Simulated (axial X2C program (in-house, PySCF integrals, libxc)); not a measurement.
# InSi⁻: bond curves with and without spin–orbit coupling, part 2 of 2

Computed with an in-house X2C program for linear molecules on PySCF integrals; all-electron X2C, In dyall-acv3z, Si dyall-av3z.

## 9. PBE0, 2c

State followed: Ω = 1 (excess of +ω over −ω: ω = -1/2, ω = 3/2). The scan is laid around 2.615 Å, a first estimate of the minimum, and this SCF restarts from the orbitals of the search.

The SCF at the reference distance of 2.615 Å:

```text
two-component X2C + atomic mean field  PBE0
basis functions 207  fitting functions 1090  grid points 5084
iter        total energy     max residual
   1      -6166.701259492     1.84e+00
   2      -6168.138284926     1.53e-02
   3      -6168.129516750     2.31e-02
   4      -6168.152390108     2.43e-03
   5      -6168.152510889     1.96e-03
   6      -6168.152753654     2.62e-04
   7      -6168.152756706     3.78e-05
   8      -6168.152756952     2.99e-05
   9      -6168.152757093     2.25e-05
  10      -6168.152757196     1.49e-05
  11      -6168.152757251     8.48e-06
  12      -6168.152757278     1.16e-06
  13      -6168.152757279     3.54e-07
converged
one-electron -8778.19723738  Coulomb 2656.38741873  exact exchange -44.75279865  xc functional -137.09763804  nuclear repulsion 138.82048439  atomic mean-field constant -3.31298634
```

Along the bond, energies from the lowest point:

```
R (Å)  E (eV)  μ (D)  HOMO (eV)  LUMO (eV)  iterations
2.275  0.4382  -3.91       0.00       1.55          22
2.380  0.2170  -3.26       0.20       1.66          16
2.458  0.0863  -3.56       0.23       1.72          16
2.537  0.0180  -3.92       0.23       1.76          15
2.615  0.0000  -4.29       0.22       1.80          13
2.707  0.0272  -4.71       0.22       1.83          15
2.798  0.0927  -5.11       0.22       1.85          15
2.916  0.2152  -5.61       0.23       1.86          15
3.060  0.3997  -6.15       0.25       1.85          15
3.269  0.6927  -6.77       0.28       1.80          19
```

Dipoles are positive if Si is the positive end and refer to the centre of mass.

Outer spinors at the reference distance:

| ω | occupied | ε (eV) | atomic character | λ mixture |
| --- | --- | --- | --- | --- |
| -3/2 | yes | -16.59 | 100% In d | 87% δ, 13% π |
| 3/2 | yes | -16.56 | 100% In d | 85% δ, 15% π |
| -1/2 | yes | -16.42 | 100% In d | 61% π, 39% σ |
| 1/2 | yes | -16.41 | 100% In d | 58% π, 42% σ |
| 5/2 | yes | -15.80 | 100% In d | 100% δ |
| -5/2 | yes | -15.75 | 100% In d | 100% δ |
| 3/2 | yes | -15.62 | 100% In d | 85% π, 15% δ |
| -3/2 | yes | -15.60 | 100% In d | 87% π, 13% δ |
| -1/2 | yes | -15.58 | 99% In d | 61% σ, 39% π |
| 1/2 | yes | -15.58 | 99% In d | 58% σ, 42% π |
| 1/2 | yes | -7.88 | 60% Si s, 18% In s, 11% In p | 100% σ |
| -1/2 | yes | -6.57 | 53% Si s, 24% In s, 9% In p | 100% σ |
| 1/2 | yes | -4.04 | 48% In s, 23% Si p, 14% Si s | 100% σ |
| -1/2 | yes | -3.52 | 42% In s, 21% Si p, 19% Si s | 100% σ |
| -1/2 | yes | -0.69 | 65% Si p, 25% In p, 6% In d | 100% π |
| 3/2 | yes | -0.65 | 67% Si p, 22% In p, 6% In d | 100% π |
| 1/2 | yes | -0.05 | 43% Si p, 37% In p, 11% In s | 98% σ, 2% π |
| -1/2 | yes | 0.22 | 42% Si p, 37% In p, 11% In s | 99% σ, 1% π |
| 1/2 | no | 1.80 | 57% In p, 38% Si p, 2% Si d | 98% π, 2% σ |
| -3/2 | no | 1.86 | 57% In p, 38% Si p, 2% Si d | 100% π |
| -1/2 | no | 2.22 | 86% In p, 6% In d, 4% Si p | 96% π, 4% σ |
| 3/2 | no | 2.22 | 88% In p, 5% In d, 4% Si p | 100% π |

PBE0 fields in the half plane through the axis: z from -2.4 to 4.8 Å across, distance from the axis 0.15 to 2.25 Å upwards; In lies at z = 0 and Si at z = 2.615 Å; the ELF is damped to zero where the density is low.

log10 density (e/bohr³). Ten even steps from ' ' (-3.54 ) to '@' (1.81 ):
```
        ..................................        
    ........................::::::::::........    
  ......::::::::::::::::::::::::::::::::::......  
......::::::----------::::::------------::::::....
....::::------======----------------------::::....
..::::----====++++++====----============----::::..
..::::----==++**##**++==========++++======--::::..
..::::--====**##@@##**========++##%%**====----::..
```

ELF. Ten even steps from '0' (0.06 ) to '9' (0.96 ):
```
0234432110112333344432100
3566654321123455555555421
6788765322234566677777642
7898764222234677788888764
8998742111125777778999876
9998632343225785114999987
9998424777414870240499998
9997426272614850866099998
```

No constants are quoted: the solution changes its character somewhere along the scan, so the fit is set aside.

## 10. HF, 2c

Output at 2.615 Å:

```text
two-component X2C + atomic mean field  HF
basis functions 207  fitting functions 1090  grid points 5084
iter        total energy     max residual
   1      -6165.313515177     2.11e-01
   2      -6165.340358331     4.59e-03
   3      -6165.341680327     1.98e-03
   4      -6165.341956411     9.42e-04
   5      -6165.342031267     5.97e-04
   6      -6165.342087548     2.73e-04
   7      -6165.342111031     2.47e-04
   8      -6165.342125109     2.42e-04
   9      -6165.342133448     2.27e-04
  10      -6165.342141361     2.06e-04
  11      -6165.342152658     1.67e-04
  12      -6165.342163251     1.23e-04
  13      -6165.342167734     1.05e-04
  14      -6165.342170175     1.01e-04
  15      -6165.342169399     1.01e-04
  16      -6165.342166510     9.75e-05
  17      -6165.342155360     7.94e-05
  18      -6165.342141603     5.03e-05
  19      -6165.342137218     3.38e-05
  20      -6165.342134831     2.00e-05
  21      -6165.342134466     1.20e-05
  22      -6165.342134444     8.35e-06
  23      -6165.342134449     5.67e-06
  24      -6165.342134455     4.05e-06
  25      -6165.342134458     3.04e-06
  26      -6165.342134462     2.06e-06
  27      -6165.342134464     1.70e-06
  28      -6165.342134466     1.28e-06
  29      -6165.342134466     7.13e-07
converged
one-electron -8777.08355804  Coulomb 2655.35372715  exact exchange -179.11980164  xc functional 0.00000000  nuclear repulsion 138.82048439  atomic mean-field constant -3.31298634
```

No constants are quoted: the solution changes its character somewhere along the scan, so the fit is set aside.

## 11. PBE, 2c

The SCF at the reference distance of 2.615 Å:

```text
two-component X2C + atomic mean field  PBE
basis functions 207  fitting functions 1090  grid points 5084
iter        total energy     max residual
   1      -6168.059883954     7.17e-02
   2      -6168.063328993     2.46e-03
   3      -6168.061093625     6.20e-03
   4      -6168.063370192     2.64e-03
   5      -6168.063744015     3.10e-04
   6      -6168.063747936     1.26e-04
   7      -6168.063748767     1.99e-05
   8      -6168.063748781     3.02e-06
   9      -6168.063748782     1.71e-06
converged
one-electron -8777.72655617  Coulomb 2655.87651853  exact exchange 0.00000000  xc functional -181.72120920  nuclear repulsion 138.82048439  atomic mean-field constant -3.31298634
```

No constants are quoted: the solution changes its character somewhere along the scan, so the fit is set aside.

## 12. Correlated methods, 2c

Correlated methods: 8 electrons correlated (frozen shells, counted by type: In 4 s, 3 p, 2 d; Si 2 s, 1 p), 294 virtual spinors in MP2.

Output of the correlated part at 2.615 Å:

```text
correlated 8  virtual 294  natural virtual 90  E(MP2) -0.139761931  MP2 remainder -0.004861603
iter   CCSD correlation   residual
   1     -0.153302905   1.39e-01
   2     -0.160823851   5.69e-02
   3     -0.161645529   1.99e-02
   4     -0.161911189   1.06e-02
   5     -0.161980345   6.17e-03
   6     -0.161997686   3.76e-03
   7     -0.162037449   2.16e-03
   8     -0.162039689   1.21e-03
   9     -0.162036940   6.75e-04
  10     -0.162038991   3.65e-04
  11     -0.162040349   2.60e-04
  12     -0.162041763   2.02e-04
  13     -0.162041485   1.51e-04
  14     -0.162041188   8.61e-05
  15     -0.162041194   4.45e-05
  16     -0.162041351   2.70e-05
  17     -0.162041524   1.76e-05
  18     -0.162041597   1.20e-05
  19     -0.162041687   7.72e-06
  20     -0.162041728   4.56e-06
  21     -0.162041743   2.74e-06
(T) -0.009651045  T1 0.0424  D1 0.0785  max T2 0.052
```

Coupled cluster ran at too few distances for a curve.

MP2: No constants are quoted: the reference changes its character somewhere along the scan, so the fit is set aside.

## 13. A higher determinant, 2c

State: Ω = 2 (excess of +ω over −ω: ω = 1/2, ω = 3/2).

Output at the reference distance:

```text
two-component X2C + atomic mean field  PBE0
basis functions 207  fitting functions 1090  grid points 5084
iter        total energy     max residual
   1      -6166.727668315     1.91e+00
   2      -6168.132928767     1.59e-02
   3      -6168.112699522     2.83e-02
   4      -6168.145124755     7.18e-03
   5      -6168.147432143     2.49e-03
   6      -6168.147774325     4.02e-04
   7      -6168.147778976     2.44e-04
   8      -6168.147782177     1.18e-04
   9      -6168.147783587     7.86e-05
  10      -6168.147785251     5.73e-05
  11      -6168.147786237     1.24e-05
  12      -6168.147786311     3.56e-06
  13      -6168.147786313     2.27e-06
  14      -6168.147786314     1.42e-06
converged
one-electron -8777.83740602  Coulomb 2656.00304555  exact exchange -44.74392980  xc functional -137.07699410  nuclear repulsion 138.82048439  atomic mean-field constant -3.31298634
```

```
R (Å)  E above the lowest PBE0 point (eV)
2.275                               0.331
2.380                               0.148
2.458                               0.097
2.537                               0.097
2.615                               0.135
2.707                               0.210
2.798                               0.303
2.916                               0.432
3.060                               0.589
```

Re = 2.495 Å, ωe = 295.8 cm⁻¹, ωexe = 1.96 cm⁻¹, Be = 0.1204 cm⁻¹, μ = -4.72 D.

## 14. The 2c curves together

Energy (eV) of the followed determinant, 2c, from each level's lowest point:

```
R (Å)  PBE0 (jumps)  HF (jumps)  MP2 (its reference jumps)  PBE (jumps)
2.275         0.438       0.535                      0.641        0.428
2.380         0.217         n/a                        n/a        0.232
2.458         0.086         n/a                        n/a        0.169
2.537         0.018         n/a                        n/a        0.035
2.615         0.000       0.000                      0.000        0.000
2.707         0.027       0.025                      0.018        0.006
2.798         0.093       0.092                      0.089        0.051
2.916         0.215       0.215                      0.227        0.146
3.060         0.400       0.389                      0.468        0.299
3.269         0.693       0.577                      0.879        0.555
```

Time for the job: 2.8 min (1 thread of Arm Neoverse V1, shared host).

## 15. Results

What follows sums up all 2 parts.

Lowest determinant that the search found at its distance, spin-free: M_S = 1, Λ = 0 (beyond closed shells: π+α, π-α).

Lowest determinant that the search found at its distance, 2c: Ω = 1 (excess of +ω over −ω: ω = -1/2, ω = 3/2).

| Hamiltonian | level | Re (Å) | ωe (cm⁻¹) | De (eV) |
| --- | --- | --- | --- | --- |
| spin-free | PBE0 | 2.611 | 280.1 | 2.05 |
| spin-free | PBE | 2.649 | 260.2 | 2.14 |

No constants: spin-free HF (the solution changes its character somewhere along the scan, so the fit is set aside); spin-free MP2 (the reference changes its character somewhere along the scan, so the fit is set aside); spin-free CCSD (the reference changes its character somewhere along the scan, so the fit is set aside); spin-free CCSD(T) (the reference changes its character somewhere along the scan, so the fit is set aside); 2c PBE0 (the solution changes its character somewhere along the scan, so the fit is set aside); 2c HF (the solution changes its character somewhere along the scan, so the fit is set aside); 2c MP2 (the reference changes its character somewhere along the scan, so the fit is set aside); 2c PBE (the solution changes its character somewhere along the scan, so the fit is set aside).

**Reading.** Bond lengths run from 2.611 Å (spin-free PBE0) to 2.649 Å (spin-free PBE). The highest occupied level is positive at the mean-field levels quoted, but negative in the Hartree–Fock runs, so self-interaction plays a part.

De refers to In + Si-, each in the lowest determinant found, which need not be this curve's own limit. The state is a single determinant with fixed occupations, the lowest that a limited PBE0 search found. De is counted from the lowest determinant-based energies of the atoms at the same level, without counterpoise correction. With several unpaired electrons one determinant need not be a pure state. At some level an empty orbital lies below a filled one.
